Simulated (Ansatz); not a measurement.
# ZnS: elastic constants

How stiff is the crystal, and how unevenly? Runs: cell and atoms relaxed (PAW); elastic constants (PAW); in-plane strain -0.02, out-of-plane length and atoms relaxed (PAW); in-plane strain -0.01, out-of-plane length and atoms relaxed (PAW); in-plane strain -0.005, out-of-plane length and atoms relaxed (PAW); in-plane strain +0.005, out-of-plane length and atoms relaxed (PAW); in-plane strain +0.01, out-of-plane length and atoms relaxed (PAW); in-plane strain +0.02, out-of-plane length and atoms relaxed (PAW).

Program: Ansatz 0.2.0. Level of theory: DFT LDA, frozen-core PAW, scalar-relativistic unless said. These are calculated values, not measurements.

**1. The system as given**

It takes space group P6_3mc (No. 186, hexagonal). Conventional cell: a = 3.811 Å, b = 3.811 Å, c = 6.234 Å, α = 90.00°, β = 90.00°, γ = 120.00°. Zn (site symmetry 3m) has 4 S at 2.31 to 2.40 Å as nearest neighbours. Around S (site symmetry 3m) lie 4 Zn at 2.31 to 2.40 Å.

Structure file:

```xyz
4
Lattice="3.8110 0.0000 0.0000 -1.9055 3.3004 0.0000 0.0000 0.0000 6.2340" Properties=species:S:1:pos:R:3 pbc="T T T"
Zn    0.0000    2.2003    0.0000
Zn    1.9055    1.1001    3.1170
S     0.0000    2.2003    2.4001
S     1.9055    1.1001    5.5171
```

Cartesian axes are those of the input's lattice vectors. The structure goes back to a database entry.

**2. Cell and atoms relaxed, PAW**

input.yaml reads:

```yaml
crystal:
  lattice:
    - [3.81099999999, 0.0, 0.0]
    - [-1.9055, 3.30042281381, 0.0]
    - [0.0, 0.0, 6.234]
  atoms:
    - { symbol: Zn, position: [0.333333333333, 0.666666666667, 0.0] }
    - { symbol: Zn, position: [0.666666666667, 0.333333333333, 0.5] }
    - { symbol: S, position: [0.333333333333, 0.666666666667, 0.385] }
    - { symbol: S, position: [0.666666666667, 0.333333333333, 0.885] }
kpoints:
  mp_grid: { grid: [10, 10, 6] }
scf:
  occupations: { method: fermi_dirac, width: 0.05 }
hamiltonian:
  xc: lda
  pseudopotentials: { kind: paw }
relax:
  f_tol: 0.002
  max_steps: 80
  cell: {}
output:
  forces: true
  stress: true
```

On the command line:

```
ansatz run input.yaml --threads 1 --pin off --max-ram 3072MiB --backend cpu --events-out ev --progress --plain --runs-dir out
```

**4. Elastic constants, PAW**

input.yaml reads:

```yaml
crystal:
  lattice:
    - [3.73823243665, 0.0, 0.0]
    - [-1.86911621833, 3.23740425539, 0.0]
    - [0.0, 0.0, 6.14299765291]
  atoms:
    - { symbol: Zn, position: [0.333333333333, 0.666666666667, 0.005591329922] }
    - { symbol: Zn, position: [0.666666666667, 0.333333333333, 0.505591329922] }
    - { symbol: S, position: [0.333333333333, 0.666666666667, 0.379408670078] }
    - { symbol: S, position: [0.666666666667, 0.333333333333, 0.879408670078] }
kpoints:
  mp_grid: { grid: [6, 6, 4] }
scf:
  occupations: { method: fixed }
hamiltonian:
  xc: lda
  pseudopotentials: { kind: paw }
elastic:
  mode: relaxed_ion
  stencil: two_point
  amplitude: 0.005
```

**5. In-plane strain -0.02, out-of-plane length and atoms relaxed, PAW**

Changes to input.yaml since step 4:

```diff
@@ -2,5 +2,5 @@
   lattice:
-    - [3.73823243665, 0.0, 0.0]
-    - [-1.86911621833, 3.23740425539, 0.0]
-    - [0.0, 0.0, 6.14299765291]
+    - [3.66346778792, 0.0, 0.0]
+    - [-1.83173389396, 3.17265617028, 0.0]
+    - [0.0, 0.0, 6.21671362474]
   atoms:
@@ -17,5 +17,8 @@
   pseudopotentials: { kind: paw }
-elastic:
-  mode: relaxed_ion
-  stencil: two_point
-  amplitude: 0.005
+relax:
+  f_tol: 0.002
+  max_steps: 80
+  cell: { fix: [a, b, gamma] }
+output:
+  forces: true
+  stress: true
```

**6. In-plane strain -0.01, out-of-plane length and atoms relaxed, PAW**

Changes to input.yaml since step 5:

```diff
@@ -2,5 +2,5 @@
   lattice:
-    - [3.66346778792, 0.0, 0.0]
-    - [-1.83173389396, 3.17265617028, 0.0]
-    - [0.0, 0.0, 6.21671362474]
+    - [3.70085011229, 0.0, 0.0]
+    - [-1.85042505615, 3.20503021284, 0.0]
+    - [0.0, 0.0, 6.17985563883]
   atoms:
```

**7. In-plane strain -0.005, out-of-plane length and atoms relaxed, PAW**

Changes to input.yaml since step 6:

```diff
@@ -2,5 +2,5 @@
   lattice:
-    - [3.70085011229, 0.0, 0.0]
-    - [-1.85042505615, 3.20503021284, 0.0]
-    - [0.0, 0.0, 6.17985563883]
+    - [3.71954127447, 0.0, 0.0]
+    - [-1.85977063724, 3.22121723412, 0.0]
+    - [0.0, 0.0, 6.16142664587]
   atoms:
```

**8. In-plane strain +0.005, out-of-plane length and atoms relaxed, PAW**

Changes to input.yaml since step 7:

```diff
@@ -2,5 +2,5 @@
   lattice:
-    - [3.71954127447, 0.0, 0.0]
-    - [-1.85977063724, 3.22121723412, 0.0]
-    - [0.0, 0.0, 6.16142664587]
+    - [3.75692359884, 0.0, 0.0]
+    - [-1.87846179942, 3.25359127667, 0.0]
+    - [0.0, 0.0, 6.12456865995]
   atoms:
```

**9. In-plane strain +0.01, out-of-plane length and atoms relaxed, PAW**

Changes to input.yaml since step 8:

```diff
@@ -2,5 +2,5 @@
   lattice:
-    - [3.75692359884, 0.0, 0.0]
-    - [-1.87846179942, 3.25359127667, 0.0]
-    - [0.0, 0.0, 6.12456865995]
+    - [3.77561476102, 0.0, 0.0]
+    - [-1.88780738051, 3.26977829795, 0.0]
+    - [0.0, 0.0, 6.10613966699]
   atoms:
@@ -24 +24,5 @@
   stress: true
+  write_density: true
+  write_potential: true
+  elf: true
+  volumetric_format: npy
```

**10. In-plane strain +0.02, out-of-plane length and atoms relaxed, PAW**

Changes to input.yaml since step 9:

```diff
@@ -2,5 +2,5 @@
   lattice:
-    - [3.77561476102, 0.0, 0.0]
-    - [-1.88780738051, 3.26977829795, 0.0]
-    - [0.0, 0.0, 6.10613966699]
+    - [3.81299708539, 0.0, 0.0]
+    - [-1.9064985427, 3.3021523405, 0.0]
+    - [0.0, 0.0, 6.06928168107]
   atoms:
@@ -24,5 +24 @@
   stress: true
-  write_density: true
-  write_potential: true
-  elf: true
-  volumetric_format: npy
```

(Steps that only read results are left out.)

**Question.** What will these runs give? Wanted: C11; C12; C13; C33; C44; bulk, shear and Young's modulus; Debye temperature from sound speeds; universal anisotropy index.

As calculated:

| quantity | value |
| --- | --- |
| C11 (PAW) | 137 GPa |
| C12 (PAW) | 66 GPa |
| C13 (PAW) | 51 GPa |
| C33 (PAW) | 164 GPa |
| C44 (PAW) | 30 GPa |
| bulk, shear and Young's modulus | 86, 37, 96 GPa |
| Debye temperature from sound speeds | 363 K |
| universal anisotropy index | 0.23 |

What this shows: All eigenvalues are positive, so the crystal is mechanically stable; by PAW K = 86 and G = 37 GPa, K/G = 2.35, on the ductile side of Pugh's rough line at 1.75, which was drawn for metals. Young's modulus runs from 85 to 139 GPa with direction. Cautions: frozen-core PAW files fitted under PBE, their cores solved anew for the functional of the run; constants at zero field, no piezoelectric stiffening.
